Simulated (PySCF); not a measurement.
# Thiophene-2-carbonyl fluoride (2p) (C₅H₃FOS): NMR shifts at several levels of theory, part 2 of 2

PySCF 2.14.0. Atoms count from 0. Earlier steps stand in the parts before.

## Step 6: Shielding tensors: LC-wPBE/pcSseg-1

What the job is given:

```
{"job": {"kind": "nmr", "xc": "LC-wPBE", "basis": "pcSseg-1", "pop": false}, "charge": 0, "multiplicity": 1}
O      2.728190     1.345890    -0.527789
C      2.090867     0.353567    -0.393078
F      2.665784    -0.856510    -0.476594
C      0.662040     0.241166    -0.129268
C     -0.100754    -0.899516     0.015264
C     -1.461316    -0.605814     0.263593
C     -1.699059     0.749231     0.302859
S     -0.287019     1.671891     0.040115
H      0.322368    -1.901309    -0.058569
H     -2.237965    -1.357074     0.409082
H     -2.650394     1.251790     0.476781
```

Method: GIAO LC-wPBE/pcSseg-1 NMR shielding, non-relativistic, gas phase.

Log:

```text
coarse grid: 11088 points
cycle   1  E = -764.8965683122  dE =  2.031e+00  |g| = 1.003e+00  |ddm| = 3.448e+00
cycle   2  E = -764.7843189678  dE =  1.122e-01  |g| = 1.378e+00  |ddm| = 1.566e+00
cycle   3  E = -765.0991280449  dE = -3.148e-01  |g| = 1.245e-01  |ddm| = 9.591e-01
cycle   4  E = -765.1012788816  dE = -2.151e-03  |g| = 7.641e-02  |ddm| = 1.451e-01
cycle   5  E = -765.1022568524  dE = -9.780e-04  |g| = 1.072e-02  |ddm| = 6.730e-02
cycle   6  E = -765.1023070609  dE = -5.021e-05  |g| = 4.776e-03  |ddm| = 2.388e-02
cycle   7  E = -765.1023158780  dE = -8.817e-06  |g| = 2.084e-03  |ddm| = 8.354e-03
final grid: 106720 points
cycle   8  E = -765.1885398893  dE = -5.085e-05  |g| = 1.121e-02  |ddm| = 3.654e-02
cycle   9  E = -765.1885355286  dE =  4.361e-06  |g| = 1.166e-02  |ddm| = 1.503e-02
cycle  10  E = -765.1885556106  dE = -2.008e-05  |g| = 8.667e-04  |ddm| = 7.497e-03
cycle  11  E = -765.1885557640  dE = -1.535e-07  |g| = 3.319e-04  |ddm| = 9.691e-04
cycle  12  E = -765.1885558075  dE = -4.347e-08  |g| = 1.652e-04  |ddm| = 5.087e-04
cycle  13  E = -765.1885558239  dE = -1.642e-08  |g| = 6.142e-05  |ddm| = 2.916e-04
cycle  14  E = -765.1885558269  dE = -2.955e-09  |g| = 3.595e-05  |ddm| = 1.644e-04
cycle  15  E = -765.1885558272  dE = -3.579e-10  |g| = 1.076e-05  |ddm| = 8.409e-05
converged SCF energy = -765.1885558272

GIAO shielding tensors (ppm)
atom      isotropic    diamagn.    paramagn.     s11        s22        s33       span
  0 O      -84.325     400.418    -484.743   -325.611   -190.955    263.591    589.203
  1 C       26.092     245.151    -219.059    -87.873     53.778    112.372    200.246
  2 F      165.540     477.451    -311.911    -45.843    232.463    309.999    355.842
  3 C       46.961     267.574    -220.614    -25.195     47.267    118.809    144.004
  4 C       40.982     250.110    -209.128    -47.895     13.678    157.163    205.057
  5 C       52.430     253.184    -200.753    -33.233     36.579    153.945    187.178
  6 C       35.857     260.986    -225.129    -68.908     26.819    149.661    218.569
  7 S      248.385    1056.770    -808.386     85.305    245.989    413.860    328.555
  8 H       23.413      30.814      -7.401     20.078     23.205     26.958      6.880
  9 H       24.117      29.777      -5.661     20.813     24.349     27.187      6.375
 10 H       23.549      29.660      -6.111     20.850     23.589     26.208      5.358
```

It took 23 s on 1 thread of Arm Neoverse V2, shared host; peak memory 0.86 GiB.

In short: δ C1 162.5, C6 152.7, C4 147.6, C3 141.6, H8 7.91, H10 7.78 ppm.

## Step 7: Shielding tensors: PBE/pcSseg-1

Settings changed since step 6:

```diff
@@ -1,2 +1,2 @@
-{"job": {"kind": "nmr", "xc": "LC-wPBE", "basis": "pcSseg-1", "pop": false}, "charge": 0, "multiplicity": 1}
+{"job": {"kind": "nmr", "xc": "PBE", "basis": "pcSseg-1", "pop": false}, "charge": 0, "multiplicity": 1}
 O      2.728190     1.345890    -0.527789
```

Level: GIAO PBE/pcSseg-1 NMR shielding, non-relativistic, gas phase.

Log:

```text
coarse grid: 11088 points
cycle   1  E = -764.7096581978  dE =  1.418e+00  |g| = 9.810e-01  |ddm| = 3.634e+00
cycle   2  E = -763.6601057925  dE =  1.050e+00  |g| = 2.439e+00  |ddm| = 2.836e+00
cycle   3  E = -764.8440828134  dE = -1.184e+00  |g| = 4.973e-01  |ddm| = 2.380e+00
cycle   4  E = -764.8863958955  dE = -4.231e-02  |g| = 1.718e-01  |ddm| = 5.684e-01
cycle   5  E = -764.8897200568  dE = -3.324e-03  |g| = 9.979e-02  |ddm| = 2.674e-01
cycle   6  E = -764.8925403457  dE = -2.820e-03  |g| = 2.928e-02  |ddm| = 1.357e-01
cycle   7  E = -764.8927449961  dE = -2.047e-04  |g| = 8.085e-03  |ddm| = 2.792e-02
cycle   8  E = -764.8927547726  dE = -9.777e-06  |g| = 4.896e-03  |ddm| = 1.146e-02
cycle   9  E = -764.8927614022  dE = -6.630e-06  |g| = 1.021e-03  |ddm| = 5.508e-03
final grid: 106720 points
cycle  10  E = -764.9826431357  dE =  2.688e-05  |g| = 2.157e-02  |ddm| = 4.916e-02
cycle  11  E = -764.9819594908  dE =  6.836e-04  |g| = 5.923e-02  |ddm| = 6.959e-02
cycle  12  E = -764.9827309285  dE = -7.714e-04  |g| = 7.924e-03  |ddm| = 5.625e-02
cycle  13  E = -764.9827430867  dE = -1.216e-05  |g| = 1.112e-03  |ddm| = 6.578e-03
cycle  14  E = -764.9827434112  dE = -3.246e-07  |g| = 3.461e-04  |ddm| = 1.946e-03
cycle  15  E = -764.9827434341  dE = -2.286e-08  |g| = 1.661e-04  |ddm| = 4.555e-04
cycle  16  E = -764.9827434415  dE = -7.441e-09  |g| = 3.730e-05  |ddm| = 1.982e-04
cycle  17  E = -764.9827434418  dE = -2.142e-10  |g| = 2.272e-05  |ddm| = 5.526e-05
converged SCF energy = -764.9827434418

GIAO shielding tensors (ppm)
atom      isotropic    diamagn.    paramagn.     s11        s22        s33       span
  0 O      -82.591     400.695    -483.286   -300.853   -182.240    235.321    536.173
  1 C       24.815     244.818    -220.003    -75.668     44.754    105.357    181.025
  2 F      137.561     477.698    -340.137    -73.159    211.502    274.340    347.499
  3 C       43.867     266.941    -223.073    -12.504     41.704    102.402    114.906
  4 C       42.623     248.996    -206.373    -32.999     14.826    146.042    179.041
  5 C       48.893     252.225    -203.332    -25.601     31.038    141.242    166.842
  6 C       39.624     260.089    -220.464    -50.108     32.252    136.729    186.837
  7 S      230.403    1056.978    -826.576     89.271    207.392    394.545    305.275
  8 H       23.546      31.238      -7.692     20.610     23.427     26.601      5.992
  9 H       24.069      29.940      -5.870     21.151     24.440     26.617      5.466
 10 H       23.803      29.921      -6.118     21.200     23.747     26.462      5.262
```

Wall time 19 s (1 thread of Arm Neoverse V2, shared host); peak memory 0.86 GiB.

In short: δ C1 155.2, C6 140.4, C4 137.4, C3 136.2, H8 7.65, H10 7.39 ppm.

## Step 8: Shielding tensors: B3LYP/pcSseg-1

Settings changed since step 7:

```diff
@@ -1,2 +1,2 @@
-{"job": {"kind": "nmr", "xc": "PBE", "basis": "pcSseg-1", "pop": false}, "charge": 0, "multiplicity": 1}
+{"job": {"kind": "nmr", "xc": "B3LYP", "basis": "pcSseg-1", "pop": false}, "charge": 0, "multiplicity": 1}
 O      2.728190     1.345890    -0.527789
```

With the program's defaults for keys left out, this is: GIAO B3LYP/pcSseg-1 NMR shielding, non-relativistic, gas phase.

Log:

```text
coarse grid: 11088 points
cycle   1  E = -765.3224320698  dE =  1.587e+00  |g| = 9.538e-01  |ddm| = 3.546e+00
cycle   2  E = -764.7575534997  dE =  5.649e-01  |g| = 1.969e+00  |ddm| = 2.176e+00
cycle   3  E = -765.4738775008  dE = -7.163e-01  |g| = 2.971e-01  |ddm| = 1.698e+00
cycle   4  E = -765.4882137053  dE = -1.434e-02  |g| = 1.081e-01  |ddm| = 3.327e-01
cycle   5  E = -765.4900507168  dE = -1.837e-03  |g| = 3.391e-02  |ddm| = 1.180e-01
cycle   6  E = -765.4903439728  dE = -2.933e-04  |g| = 1.139e-02  |ddm| = 4.693e-02
cycle   7  E = -765.4903750874  dE = -3.111e-05  |g| = 2.855e-03  |ddm| = 1.076e-02
cycle   8  E = -765.4903766097  dE = -1.522e-06  |g| = 1.208e-03  |ddm| = 3.185e-03
final grid: 106720 points
cycle   9  E = -765.5661796046  dE = -2.265e-05  |g| = 6.814e-03  |ddm| = 2.880e-02
cycle  10  E = -765.5661548876  dE =  2.472e-05  |g| = 1.246e-02  |ddm| = 1.623e-02
cycle  11  E = -765.5661893209  dE = -3.443e-05  |g| = 1.689e-03  |ddm| = 1.185e-02
cycle  12  E = -765.5661898881  dE = -5.672e-07  |g| = 3.278e-04  |ddm| = 1.643e-03
cycle  13  E = -765.5661899045  dE = -1.641e-08  |g| = 8.806e-05  |ddm| = 3.728e-04
cycle  14  E = -765.5661899055  dE = -1.065e-09  |g| = 5.559e-05  |ddm| = 1.291e-04
cycle  15  E = -765.5661899062  dE = -6.664e-10  |g| = 1.566e-05  |ddm| = 5.624e-05
converged SCF energy = -765.5661899062

GIAO shielding tensors (ppm)
atom      isotropic    diamagn.    paramagn.     s11        s22        s33       span
  0 O      -88.552     401.037    -489.589   -322.808   -190.418    247.569    570.377
  1 C       20.890     244.737    -223.847    -88.385     45.455    105.600    193.986
  2 F      156.901     478.248    -321.347    -53.106    221.585    302.223    355.329
  3 C       40.342     266.408    -226.065    -22.939     38.216    105.750    128.690
  4 C       37.751     249.863    -212.111    -44.139     10.184    147.210    191.349
  5 C       46.371     252.884    -206.512    -33.593     29.837    142.871    176.464
  6 C       32.585     260.311    -227.725    -65.175     25.339    137.591    202.765
  7 S      224.296    1056.960    -832.664     69.859    208.754    394.276    324.417
  8 H       23.667      31.216      -7.549     20.602     23.480     26.919      6.318
  9 H       24.302      29.958      -5.656     21.260     24.617     27.029      5.769
 10 H       23.891      29.900      -6.009     21.318     23.786     26.569      5.251
```

Wall time 12 s (1 thread of Arm Neoverse V2, shared host); peak memory 0.93 GiB.

This run: δ C1 158.3, C6 146.6, C4 141.5, C3 138.9, H8 7.72, H10 7.49 ppm.

## Step 9: Run by run: NMR shifts

Shifts (ppm) of some atoms, chosen among heavy atoms and hydrogens apart, with basis size and wall time (the measured row can stand on another reference than the computed rows):

```
               run     C6     C4    H8   H10     O0    F2   S7  functions  time
CAM-B3LYP/pcSseg-1  151.0  145.1  7.80  7.62  427.6  26.0  259        158  17 s
      KT2/pcSseg-1  132.0  129.2  7.56  7.31  390.0  -9.6  237        158  19 s
      KT3/pcSseg-1  130.6  127.7  7.55  7.31  386.4  -2.2  233        158  19 s
  LC-wPBE/pcSseg-1  152.7  147.6  7.91  7.78  423.0  40.3  245        158  23 s
      PBE/pcSseg-1  140.4  137.4  7.65  7.39  417.2   7.2  260        158  19 s
    B3LYP/pcSseg-1  146.6  141.5  7.72  7.49  422.6  15.0  261        158  12 s
          measured      –      –     –     –      –  24.3    –          –     –
```

Measured: solution, CDCl3; Marie Gonay, Chloé Batisse, Jean-François Paquin, Synthesis of Acyl Fluorides from Carboxylic Acids Using NaF-Assisted Deoxofluorination with XtalFluor-E, J. Org. Chem. 2020, 85, 10253−10260.

## Step 10: What came out

This closing draws on all 2 parts.

| quantity | value |
| --- | --- |
| point group | Cs |
| rotational constants (main isotopes) | 3.70, 1.41, 1.02 GHz |
| 13C shifts against TMS (CAM-B3LYP/pcSseg-1) | 161.1, 151.0, 145.1, 141.2, 134.8 ppm |
| 1H shifts against TMS (CAM-B3LYP/pcSseg-1) | 7.80, 7.62, 7.11 ppm |
| 17O shifts against H2O (CAM-B3LYP/pcSseg-1) | 427.6 ppm |
| 19F shifts against CFCl3 (CAM-B3LYP/pcSseg-1) | 26.0 ppm |
| 33S shifts against CS2 (CAM-B3LYP/pcSseg-1) | 259 ppm |
| measured, and computed on the same scale | F2 δ 24.3, 26.0 ppm |
| range of the shift of F2 | -9.6 to 40.3 ppm |

**Reading.** Single values in the summary come from the first run of each kind that ended normally (CAM-B3LYP/pcSseg-1), which need not be the best level. The optimisation took 11 steps and gained 0.139 eV; among the close pairs (by a distance rule), C1–C3 changed most, from 1.400 to 1.457 Å. At CAM-B3LYP/pcSseg-1: The widest tensor belongs to O0: span 585 ppm, with a paramagnetic part of -490 ppm. The one measured 19F shift is missed by +1.7 ppm (computed less measured, unscaled). Vibration, temperature and solvent are missing from the calculation, and it holds one conformer, so part of the miss against the measured shifts is not the functional's. NICS(1)zz of -26 ppm above the planar ring from C3 marks a diatropic (aromatic) ring current. Across the 6 runs the shift of F2 moves most, between -9.6 (KT2/pcSseg-1) and 40.3 ppm (LC-wPBE/pcSseg-1). For the one measured 19F shift, CAM-B3LYP/pcSseg-1 misses least (1.7 ppm, 17 s) and KT2/pcSseg-1 most (33.9 ppm, 19 s); the quickest, B3LYP/pcSseg-1, misses by 9.3 ppm in 12 s. One molecule ranks no method: errors cancel, and vibration and temperature are missing from all runs.
